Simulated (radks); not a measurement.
# Valence configurations of In

NIST gives [Kr] 4d10 5s2 5p1 as the ground configuration of In. Does this level of theory agree? Several fillings of the valence shells are run.

Program: radks (a radial shooting solver on a logarithmic mesh, Libxc functionals) version 1. Level of theory: Dirac Kohn-Sham, LDA (Slater exchange, Perdew-Wang correlation), spin-unpolarised, spherical densities, finite nucleus; open shells fill j = l - 1/2 first. These are calculated values, not measurements, unless marked.

### 1 The atom as given

- element: indium (Z = 49)
- charge: 0
- electrons: 49
- configuration: [Kr] 4d10 5s2 5p1
- nuclear rms radius: 4.6156 fm
- others tried: 4d9 5s2 5p2; 4d8.5 5s2 5p2.5; 4d10 5s1 5p2; 4d9 5s1.5 5p2.5; 4d9.5 5s2 5p1.5; 4d10 5p3; 4d10 5s1.5 5p1.5; 4d8 5s2 5p3

### 2 [Kr] 4d10 5s2 5p1

Input:

```text
Z 49
configuration [Kr] 4d10 5s2 5p1
relativity Dirac
functional lda,pw
spin unpolarised
j_filling energy
nucleus finite rms 4.6156 fm
c 137.035999084
```

### 3 [Kr] 4d9 5s2 5p2

Settings, as their differences from step 2:

```diff
@@ -1,3 +1,3 @@
 Z 49
-configuration [Kr] 4d10 5s2 5p1
+configuration [Kr] 4d9 5s2 5p2
 relativity Dirac
```

### 4 [Kr] 4d8.5 5s2 5p2.5

Settings, as their differences from step 3:

```diff
@@ -1,3 +1,3 @@
 Z 49
-configuration [Kr] 4d9 5s2 5p2
+configuration [Kr] 4d8.5 5s2 5p2.5
 relativity Dirac
```

### 5 [Kr] 4d10 5s1 5p2

Settings, as their differences from step 4:

```diff
@@ -1,3 +1,3 @@
 Z 49
-configuration [Kr] 4d8.5 5s2 5p2.5
+configuration [Kr] 4d10 5s1 5p2
 relativity Dirac
```

### 6 [Kr] 4d9 5s1.5 5p2.5

Settings, as their differences from step 5:

```diff
@@ -1,3 +1,3 @@
 Z 49
-configuration [Kr] 4d10 5s1 5p2
+configuration [Kr] 4d9 5s1.5 5p2.5
 relativity Dirac
```

### 7 [Kr] 4d9.5 5s2 5p1.5

Settings, as their differences from step 6:

```diff
@@ -1,3 +1,3 @@
 Z 49
-configuration [Kr] 4d9 5s1.5 5p2.5
+configuration [Kr] 4d9.5 5s2 5p1.5
 relativity Dirac
```

### 8 [Kr] 4d10 5p3

Settings, as their differences from step 7:

```diff
@@ -1,3 +1,3 @@
 Z 49
-configuration [Kr] 4d9.5 5s2 5p1.5
+configuration [Kr] 4d10 5p3
 relativity Dirac
```

### 9 [Kr] 4d10 5s1.5 5p1.5

Settings, as their differences from step 8:

```diff
@@ -1,3 +1,3 @@
 Z 49
-configuration [Kr] 4d10 5p3
+configuration [Kr] 4d10 5s1.5 5p1.5
 relativity Dirac
```

### 10 [Kr] 4d8 5s2 5p3

Settings, as their differences from step 9:

```diff
@@ -1,3 +1,3 @@
 Z 49
-configuration [Kr] 4d10 5s1.5 5p1.5
+configuration [Kr] 4d8 5s2 5p3
 relativity Dirac
```

**Question.** What will these runs give? Wanted: for each run, valence; E − E(NIST configuration); highest level; its energy; 1s shift.

The runs gave:

| valence | E − E(NIST configuration) (eV) | highest level | its energy (eV) | 1s shift (eV) |
| --- | --- | --- | --- | --- |
| 4d10 5s2 5p1 | 0.000 | 5p1/2 | -2.829 | +0.00 |
| 4d10 5s1.5 5p1.5 | 2.799 | 5p1/2 | -3.170 | -0.78 |
| 4d10 5s1 5p2 | 5.660 | 5p1/2 | -3.484 | -1.52 |
| 4d9.5 5s2 5p1.5 | 8.208 | 5p1/2 | -3.420 | -3.46 |
| 4d10 5p3 | 11.949 | 5p3/2 | -3.764 | -3.13 |
| 4d9 5s2 5p2 | 17.463 | 5p1/2 | -3.980 | -6.97 |
| 4d9 5s1.5 5p2.5 | 20.869 | 5p3/2 | -3.878 | -7.78 |
| 4d8.5 5s2 5p2.5 | 28.013 | 5p3/2 | -4.095 | -10.65 |
| 4d8 5s2 5p3 | 39.677 | 5p3/2 | -4.618 | -14.39 |

**Reading.** The NIST configuration is the lowest of those tried, 2.799 eV under 4d10 5s1.5 5p1.5. The energies are those of spherical spin-averaged densities, not of single terms. The 1s eigenvalue shifts by up to 14.39 eV as the valence charge is rearranged.
